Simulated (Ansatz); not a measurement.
**C₃H₆ClFSi: up Jacob's ladder to CCSD(T)**

One table from this session's results is given with a row withheld; the runs are named, their logs left out.

Program: Ansatz 0.2.0, Gaussian basis. Level of theory: functionals in def2-TZVPP, the program's frozen cores in correlated methods. These are calculated values, not measurements.

The runs, in order: PBE-D4, r2SCAN-D4, PBE0-D4, B3LYP-D4, ωB97X-V, ωB97M-V, B2PLYP; CCSD(T)/def2-TZVPP; MP2/def2-QZVPP; extrapolation to the limit.

### Structure used throughout

All runs share one geometry, relaxed beforehand with PBE0-D4 in a triple-zeta def2 set.

SMILES `F/C(=C/Cl)C[SiH3]`, 12 atoms, charge 0, spin multiplicity 1.

Atoms are counted from 1 here; the program's logs count them from 0.

Bond lengths: F1–C2 1.345 Å, C2–C3 1.327 Å, C2–C5 1.474 Å, C3–Cl4 1.714 Å, C3–H7 1.080 Å, C5–Si6 1.895 Å, C5–H8 1.094 Å, C5–H9 1.092 Å, Si6–H10 1.484 Å, Si6–H11 1.484 Å, Si6–H12 1.486 Å. Angles: F1–C2–C3 116.9°, F1–C2–C5 113.5°, C3–C2–C5 129.6°, C2–C3–Cl4 122.4°, C2–C3–H7 121.9°, Cl4–C3–H7 115.8°, C2–C5–Si6 112.4°, C2–C5–H8 109.3°, C2–C5–H9 109.8°, Si6–C5–H8 108.9°, Si6–C5–H9 108.1°, H8–C5–H9 108.3°, C5–Si6–H10 109.3°, C5–Si6–H11 110.2°, C5–Si6–H12 108.8°, H10–Si6–H11 109.5°, H10–Si6–H12 109.6°, H11–Si6–H12 109.3°.

Set-up of the first run:

Contents of in.yaml:

```yaml
crystal:
  periodic: [false, false, false]
  atoms:
    - {symbol: F, position_ang: [-0.282468, -1.978039, -0.632696]}
    - {symbol: C, position_ang: [-0.734303, -0.742346, -0.352781]}
    - {symbol: C, position_ang: [-1.646337, -0.235543, -1.172698]}
    - {symbol: Cl, position_ang: [-2.307732, 1.330864, -0.953594]}
    - {symbol: C, position_ang: [-0.095568, -0.137973, 0.829712]}
    - {symbol: Si, position_ang: [1.632925, 0.539357, 0.449887]}
    - {symbol: H, position_ang: [-2.017165, -0.787411, -2.024130]}
    - {symbol: H, position_ang: [-0.014952, -0.890075, 1.620211]}
    - {symbol: H, position_ang: [-0.708620, 0.684982, 1.201921]}
    - {symbol: H, position_ang: [1.525086, 1.625277, -0.556051]}
    - {symbol: H, position_ang: [2.502012, -0.541325, -0.078923]}
    - {symbol: H, position_ang: [2.224021, 1.077133, 1.703143]}
basis:
  gaussian: {orbitals: def2-TZVPP}
hamiltonian: {xc: pbe, dispersion: d4}
output: {forces: true, orbitals: {seedname: orbitals}}
```

Run with:

```
> ansatz run in.yaml --threads 2 --pin off --events-out ev --progress --plain --max-ram 22528MiB --backend cuda --devices 0, --max-vram 18GiB
```

Steps of the session up to this table: PBE-D4 (GGA); r2SCAN-D4 (meta-GGA); PBE0-D4 (hybrid); B3LYP-D4 (hybrid); ωB97X-V (range-separated); ωB97M-V (range-separated); B2PLYP (double hybrid); CCSD(T) in def2-TZVPP; MP2 in def2-QZVPP.

One table of the session follows, with a row left open; its other results are not shown here.

```
            method  atomisation energy (kcal/mol)
            PBE-D4                         1085.6
         r2SCAN-D4                         1064.6
           PBE0-D4                         1065.8
          B3LYP-D4                         1057.7
           ωB97X-V                         1063.2
           ωB97M-V                         1063.1
            B2PLYP                         1046.1
     HF/def2-TZVPP                              ?
    MP2/def2-TZVPP                         1051.0
   CCSD/def2-TZVPP                         1013.4
CCSD(T)/def2-TZVPP                         1030.9
           MP2/CBS                         1078.1
       CCSD(T)/CBS                         1058.0
```

**Question.** Estimate the row for HF/def2-TZVPP.

As computed: atomisation energy (kcal/mol): 773.7. In the column «atomisation energy (kcal/mol)» it is the lowest.

To keep in mind: Free atoms (1 F, 3 C, 1 Cl, 1 Si, 6 H) were run apart at each level; the atomisation energy is their sum less the molecule, without zero-point or spin-orbit terms.
